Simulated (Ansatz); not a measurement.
**C₃H₁₀B₂: how energies converge with the basis set**

An exercise on one series of results from a longer session: the logs are not shown, and one member is left open.

Computed with Ansatz 0.2.0, Gaussian basis. Level: one geometry, several basis sets.

The runs, in order: PBE0-D4/def2-SVP; ωB97M-V/def2-SVP; PBE0-D4/def2-QZVPP; ωB97M-V/def2-QZVPP; the functionals' def2-TZVPP values are taken from earlier runs.

## Structure used throughout

An earlier PBE0-D4 in a triple-zeta def2 set relaxation fixed the geometry.

15 atoms, charge 0, spin multiplicity 1.

Atoms are counted from 1 here; the program's logs count them from 0.

Bond lengths: B1–C2 1.545 Å, B1–H6 1.200 Å, B1–H7 1.200 Å, C2–C3 1.552 Å, C2–H8 1.092 Å, C2–H9 1.092 Å, C3–B4 1.566 Å, C3–H10 1.102 Å, C3–H11 1.102 Å, B4–C5 1.553 Å, B4–H12 1.204 Å, C5–H13 1.092 Å, C5–H14 1.093 Å, C5–H15 1.102 Å. Angles: C2–B1–H6 120.6°, C2–B1–H7 120.6°, H6–B1–H7 118.4°, B1–C2–C3 99.1°, B1–C2–H8 115.1°, B1–C2–H9 115.2°, C3–C2–H8 109.1°, C3–C2–H9 109.1°, H8–C2–H9 108.7°, C2–C3–B4 117.7°, C2–C3–H10 111.3°, C2–C3–H11 111.5°, B4–C3–H10 106.1°, B4–C3–H11 106.1°, H10–C3–H11 103.0°, C3–B4–C5 125.1°, C3–B4–H12 116.1°, C5–B4–H12 118.8° and more.

Set-up of the first run:

File in.yaml:

```yaml
crystal:
  periodic: [false, false, false]
  atoms:
    - {symbol: B, position_ang: [-1.048998, 1.435389, 1.735022]}
    - {symbol: C, position_ang: [-0.356566, 1.070126, 0.402814]}
    - {symbol: C, position_ang: [-0.154370, -0.450566, 0.640573]}
    - {symbol: B, position_ang: [0.508590, -1.285353, -0.506777]}
    - {symbol: C, position_ang: [0.953327, -0.716811, -1.881925]}
    - {symbol: H, position_ang: [-2.238186, 1.331651, 1.853278]}
    - {symbol: H, position_ang: [-0.398801, 1.695569, 2.708937]}
    - {symbol: H, position_ang: [0.617068, 1.538503, 0.242823]}
    - {symbol: H, position_ang: [-0.965889, 1.214712, -0.492108]}
    - {symbol: H, position_ang: [0.450257, -0.638223, 1.542496]}
    - {symbol: H, position_ang: [-1.107534, -0.952864, 0.872168]}
    - {symbol: H, position_ang: [0.636352, -2.464162, -0.297329]}
    - {symbol: H, position_ang: [1.028910, 0.370619, -1.938323]}
    - {symbol: H, position_ang: [1.875638, -1.173602, -2.250835]}
    - {symbol: H, position_ang: [0.178402, -1.025787, -2.601412]}
basis:
  gaussian: {orbitals: def2-SVP}
hamiltonian: {xc: pbe0, dispersion: d4}
output: {orbitals: {seedname: orbitals}}
```

Among the steps run: PBE0-D4 in def2-SVP; ωB97M-V in def2-SVP; PBE0-D4 in def2-QZVPP; ωB97M-V in def2-QZVPP.

One table of the session follows, with a row left open; its other results are not shown here.

It belongs to the step «Density functionals: the series». 

| functional | basis | HOMO (eV) |
| --- | --- | --- |
| PBE0-D4 | def2-SVP | -8.12 |
| PBE0-D4 | def2-TZVPP | -8.15 |
| PBE0-D4 | def2-QZVPP | -8.15 |
| ωB97M-V | def2-SVP | ? |
| ωB97M-V | def2-TZVPP | -10.43 |
| ωB97M-V | def2-QZVPP | -10.43 |

Q: Estimate the row for ωB97M-V, def2-SVP from the others.

The run gave: HOMO (eV): -10.39. In the column «HOMO (eV)» it lies between ωB97M-V, def2-QZVPP (-10.43) and PBE0-D4, def2-TZVPP (-8.15).
